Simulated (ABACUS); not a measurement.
InRh:

```
In Rh
1.0
     3.19600    0.00000    0.00000
     0.00000    3.19600    0.00000
     0.00000    0.00000    3.19600
In Rh
1 1
Direct
  0.50000 0.50000 0.50000
  0.00000 0.00000 0.00000
```

| Property | Result |
| --- | --- |
| Program | ABACUS 3.10.1 |
| Task | relaxation of cell and atoms |
| Functional | PBE |
| Potentials or basis | PseudoDojo NC SR 0.4.1 PBE standard |
| Cutoff | 1211 eV |
| Density cutoff | 4844 eV |
| Basis | plane waves |
| k mesh | 6 × 6 × 6 |
| Occupations | fermi-dirac, width 0.05 eV |
| Spin | no spin polarisation |

At the start: pressure 6.6 GPa; volume 16.32 Å³/atom.

Q: Where does the relaxation end?

A: Over 6 steps the energy falls by 13.0 meV/atom and the volume is 16.98 Å³/atom (+4.0 %); space group Pm-3m (No. 221, to 0.05 Å).

The path:
```csv
step,energy change (eV),largest force (eV/Å),pressure (GPa),volume (Å³)
1,0.0000,0.0000,6.62,32.65
2,0.0284,0.0000,-7.77,36.06
3,-0.0261,0.0000,-0.09,33.98
4,-0.0261,0.0000,-0.11,33.98
5,-0.0261,0.0000,0.13,33.92
6,-0.0261,0.0000,0.00,33.96
```

Final structure:
```yaml
crystal:
  lattice:
    - [3.23830, 0.00000, 0.00000]
    - [0.00000, 3.23830, 0.00000]
    - [0.00000, 0.00000, 3.23830]
  atoms:
    - { symbol: In, position: [0.50000, 0.50000, 0.50000] }
    - { symbol: Rh, position: [0.00000, 0.00000, 0.00000] }
```
